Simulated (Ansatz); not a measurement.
# Cd8Te7 zinc blende ring rod (Br₂Cd₇CuTe₇): structure and electronic state

Aim: characterise Cd8Te7 zinc blende ring rod (Br₂Cd₇CuTe₇) as a doublet: its structure, frontier levels and distribution of charge and spin.

Program: Ansatz 0.2.0, Gaussian basis. Level of theory: UKS PBE0-D4/def2-SVP. These are calculated values, not measurements.

Levels to be run: relaxation at PBE-D4/def2-SVP; a search for the lowest solution at PBE0-D4/def2-SVP; a single point at PBE0-D4/def2-SVP.

1 further run of the same task is left out (for a known fault of the program). Runs told in other sessions of the task aren't counted.

### 1 The starting structure

17 atoms, charge 0, spin multiplicity 2.

Atoms are counted from 1 here; the program's logs count them from 0.

Bond lengths: Te1–Te4 2.747 Å, Te1–Te7 2.831 Å, Te1–Cd11 2.997 Å, Te1–Cu12 2.824 Å, Te1–Cd14 3.215 Å, Te2–Cd10 2.890 Å, Te2–Cd11 3.017 Å, Te2–Cd13 2.750 Å, Te3–Cd9 2.648 Å, Te3–Cd14 2.706 Å, Te4–Cu12 2.580 Å, Te4–Cd13 3.074 Å, Te4–Cd14 2.896 Å, Te5–Cd10 2.766 Å, Te5–Cd15 2.689 Å, Te6–Cu12 2.570 Å, Te6–Cd13 2.762 Å, Te6–Cd15 2.837 Å and more. Angles: Te4–Te1–Te7 104.0°, Te4–Te1–Cd11 94.7°, Te4–Te1–Cu12 55.2°, Te4–Te1–Cd14 57.5°, Te7–Te1–Cd11 159.6°, Te7–Te1–Cu12 54.2°, Te7–Te1–Cd14 110.0°, Cd11–Te1–Cu12 137.3°, Cd11–Te1–Cd14 86.8°, Cu12–Te1–Cd14 97.7°, Cd10–Te2–Cd11 86.0°, Cd10–Te2–Cd13 105.3°, Cd11–Te2–Cd13 92.8°, Cd9–Te3–Cd14 87.3°, Te1–Te4–Cu12 63.9°, Te1–Te4–Cd13 78.0°, Te1–Te4–Cd14 69.4°, Cu12–Te4–Cd13 73.1° and more.

Cd, Te take a core potential in the def2 sets. No spin-orbit coupling is included.

The start is a GFN1-xTB geometry.

### 2 Optimising with PBE-D4/def2-SVP

in.yaml reads:

```yaml
crystal:
  periodic: [false, false, false]
  atoms:
    - {symbol: Te, position_ang: [-0.385510, -0.063020, 0.871860]}
    - {symbol: Te, position_ang: [1.974060, -1.051890, -2.830440]}
    - {symbol: Te, position_ang: [-1.794080, -1.885680, 5.096670]}
    - {symbol: Te, position_ang: [1.943280, -0.987270, 1.999020]}
    - {symbol: Te, position_ang: [-1.342660, 2.729630, -2.736050]}
    - {symbol: Te, position_ang: [2.869500, 2.830200, 0.386670]}
    - {symbol: Te, position_ang: [-0.919230, 2.338900, 2.271300]}
    - {symbol: Cd, position_ang: [-2.584730, -0.652520, -2.740030]}
    - {symbol: Cd, position_ang: [-2.126940, 0.499870, 3.997460]}
    - {symbol: Cd, position_ang: [0.131650, 0.801710, -4.063330]}
    - {symbol: Cd, position_ang: [-0.419610, -2.102440, -1.324170]}
    - {symbol: Cu, position_ang: [1.531010, 1.554200, 2.170660]}
    - {symbol: Cd, position_ang: [2.955220, 0.260020, -0.621560]}
    - {symbol: Cd, position_ang: [-0.320850, -2.537760, 2.923070]}
    - {symbol: Cd, position_ang: [0.196300, 3.006490, -0.547830]}
    - {symbol: Br, position_ang: [-1.035080, -0.418670, -5.975220]}
    - {symbol: Br, position_ang: [-0.672330, -4.321760, 1.121910]}
basis:
  gaussian: {orbitals: def2-SVP, fitting: {mean_field: def2-universal-jkfit}}
magnetization: {spin_polarized: true, initial_magnetization: 1}
hamiltonian: {xc: pbe, dispersion: d4}
scf: {lower_state_search: "off"}
output: {orbitals: {seedname: orbitals}}
relax: {f_tol: 0.03, max_steps: 70}
```

Started as:

```
$ ansatz run in.yaml --threads 2 --pin off --events-out ev --progress --plain --max-ram 32768MiB --backend cuda --devices 0, --max-vram 18GiB
```

The runs that follow: Searching for the lowest solution, PBE0-D4/def2-SVP; Single point, PBE0-D4/def2-SVP.

Q: Predict the results of all the runs planned. Wanted: point group; commonest bond; HOMO, LUMO at PBE0-D4/def2-SVP; ⟨S²⟩; dipole at PBE-D4/def2-SVP.

The runs gave:

| quantity | value |
| --- | --- |
| point group | C1 |
| commonest bond | Cd–Te, 19 of mean length 2.865 Å |
| HOMO, LUMO at PBE0-D4/def2-SVP (over both spins) | -5.74, -5.01 eV |
| ⟨S²⟩ | 0.756 |
| dipole at PBE-D4/def2-SVP | 2.94 D |

What this shows: The relaxation broke 4 and made 9 bonds, so the end is another structure than the start. No usable vibrations, so a minimum isn't proven. The alpha HOMO lies nearest to Te3 78 %; Te1 6 % and the alpha LUMO to Cd8 34 %; Cd10 15 % (shares on a coarse grid); over both spins the HOMO and the LUMO of beta spin, not drawn, take the frontier's place. Whether this spin is the lowest isn't tested here. The point group is read from a loosely relaxed geometry; soft torsions can leave it below the true symmetry.
